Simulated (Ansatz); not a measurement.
**WGe+ (quartet): the correlation ladder, def2-SVP**

One table from this session's results is given with a row withheld; the runs are named, their logs left out.

Method: def2-SVP, core rule «outside noble gas», up to 18 orbitals frozen; program: Ansatz 0.2.0, Gaussian basis.

To be run: UHF; CCSD(T) on ROHF; CCSD(T) on UHF; CISD as a restricted active space (open shells left free, so some higher excitations enter); CCSDT(Q) on ROHF; CCSDT(Q) on UHF; CASSCF and MRCISD+Q, 9 electrons in 10 orbitals; CASSCF and NEVPT2, 9 electrons in 10 orbitals.

15 further runs of the same task are left out: 3 for a known fault of the program, 4 that didn't finish, 8 set aside as unsound or not needed. Runs told in other sessions of the task aren't counted.

### What is computed

The geometry is a PBE0/def2-TZVP stationary point (not a proven minimum) of the parent state, kept for this charge and spin. No spin-orbit coupling is included. Elements past krypton take def2 core potentials. The filled d shell of Ge may be among the frozen orbitals whatever the setting's name suggests.

2 atoms, charge 1, spin multiplicity 4.

Atoms are counted from 1 here; the program's logs count them from 0.

Bond lengths: W1–Ge2 2.413 Å.

Set-up of the first run:

Input file in.yaml:

```yaml
crystal:
  periodic: [false, false, false]
  atoms:
    - {symbol: W, position_ang: [0.000000, 0.000000, 0.000000]}
    - {symbol: Ge, position_ang: [0.000000, 0.000000, 2.413000]}
basis:
  gaussian: {orbitals: def2-SVP}
total_charge: 1
magnetization: {spin_polarized: true, initial_magnetization: 3}
hamiltonian: {xc: hf}
output: {orbitals: {seedname: orbitals}}
```

Launch:

```bash
$ ansatz run in.yaml --threads 1 --pin off --events-out ev --progress --plain --max-ram 2393MiB
```

Steps of the session up to this table: UHF; CCSD(T) on ROHF; CCSD(T) on UHF; CISD as a restricted active space (open shells left free, so some higher excitations enter); CCSDT(Q) on ROHF; CCSDT(Q) on UHF; CASSCF and MRCISD+Q, 9 electrons in 10 orbitals; CASSCF and NEVPT2, 9 electrons in 10 orbitals.

One table of the session follows, with a row left open; its other results are not shown here.

```
          method  from RCCSDT(Q) (kJ/mol)
            ROHF                   +549.4
            RMP2                   +109.7
            UMP2                   +142.0
            CISD                    +94.6
           RCCSD                    +43.2
           UCCSD                    +33.6
        RCCSD(T)                    +10.9
        UCCSD(T)                     +9.8
          RCCSDT                     +5.8
          UCCSDT                     +0.2
       RCCSDT(Q)                        0
       UCCSDT(Q)                     -4.7
  CASSCF valence                   +307.3
  NEVPT2 valence                        ?
  MRCISD valence                    +18.5
MRCISD+Q valence                     -1.8
```

**Question.** Estimate the row for NEVPT2 valence.

**Answer.** from RCCSDT(Q) (kJ/mol): +66.7. In the column «from RCCSDT(Q) (kJ/mol)» it lies between RCCSD (+43.2) and CISD (+94.6).

Left out of the table: UHF (another determinant or state than the rows shown).

Limits of these values: The determinant of HF (⟨S²⟩ 5.56) is far from a pure spin state, so its energy mixes those of several spin states; that is harmless only where they are near-degenerate. The determinant of CCSD(T) (⟨S²⟩ 4.78) is far from a pure spin state, so its energy mixes those of several spin states; high orders of coupled cluster remove much of that, low ones don't. The determinant of CCSDT(Q) (⟨S²⟩ 4.78) is far from a pure spin state, so its energy mixes those of several spin states; high orders of coupled cluster remove much of that, low ones don't. Warnings: spin contamination; coupled cluster took another determinant than the lowest; large T1 diagnostic. Restricted and unrestricted rows rest on different reference determinants; a gap between their highest levels can come from leftover correlation error, from unlike frozen cores or from another state.
